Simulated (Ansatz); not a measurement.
# CH5AlBFO: the cost of one run

Program: Ansatz 0.2.0. Level of theory: RKS PBE0/def2-SVP. These are calculated values, not measurements.

### 1 The system as given

Bond lengths: B1–C2 1.545 Å, C2–O3 1.406 Å, C2–F4 1.444 Å, C2–Al5 1.983 Å, B1–H6 1.246 Å, B1–H7 1.195 Å, O3–H8 0.974 Å, Al5–H9 1.638 Å, Al5–H10 1.582 Å. Angles: B1–C2–O3 109.7°, B1–C2–F4 108.9°, B1–C2–Al5 109.8°, O3–C2–F4 112.6°, O3–C2–Al5 109.6°, F4–C2–Al5 106.2°, C2–B1–H6 118.0°, C2–B1–H7 120.6°, H6–B1–H7 112.3°, C2–O3–H8 104.9°, C2–Al5–H9 118.2°, C2–Al5–H10 119.2°, H9–Al5–H10 113.6°.

As a file:

```xyz
10

B    -0.6618   -0.2512   -1.1694
C     0.1830   -0.5607    0.0860
O    -0.5828   -1.3054    1.0008
F     1.3863   -1.2480   -0.3183
Al    0.7719    1.1329    0.9335
H    -1.8158    0.1883   -1.0051
H    -0.1474    0.1825   -2.1570
H    -0.5739   -2.2149    0.6518
H    -0.3323    2.0007    1.7770
H     1.8560    2.0246    0.2036
```

### 2 Relaxing end A

Input file input.yaml:

```yaml
crystal:
  periodic: [false, false, false]
  atoms:
    - { symbol: B, position_ang: [-0.6618, -0.2512, -1.1694] }
    - { symbol: C, position_ang: [0.183, -0.5607, 0.086] }
    - { symbol: O, position_ang: [-0.5828, -1.3054, 1.0008] }
    - { symbol: F, position_ang: [1.3863, -1.248, -0.3183] }
    - { symbol: Al, position_ang: [0.7719, 1.1329, 0.9335] }
    - { symbol: H, position_ang: [-1.8158, 0.1883, -1.0051] }
    - { symbol: H, position_ang: [-0.1474, 0.1825, -2.157] }
    - { symbol: H, position_ang: [-0.5739, -2.2149, 0.6518] }
    - { symbol: H, position_ang: [-0.3323, 2.0007, 1.777] }
    - { symbol: H, position_ang: [1.856, 2.0246, 0.2036] }
basis:
  gaussian: { orbitals: def2-SVP }
hamiltonian:
  xc: pbe0
relax:
  f_tol: 0.015
  max_steps: 40
output:
  orbitals: {}
```

The run is started by

```
$ ansatz run input.yaml --threads 2 --pin off --max-ram 3072MiB --backend cpu --events-out ev --progress --plain --runs-dir out
```

Q: Estimate wall time and peak memory on 2 threads of Arm Neoverse V2, shared host.

About 89 s, with a peak of 0.2 GiB.
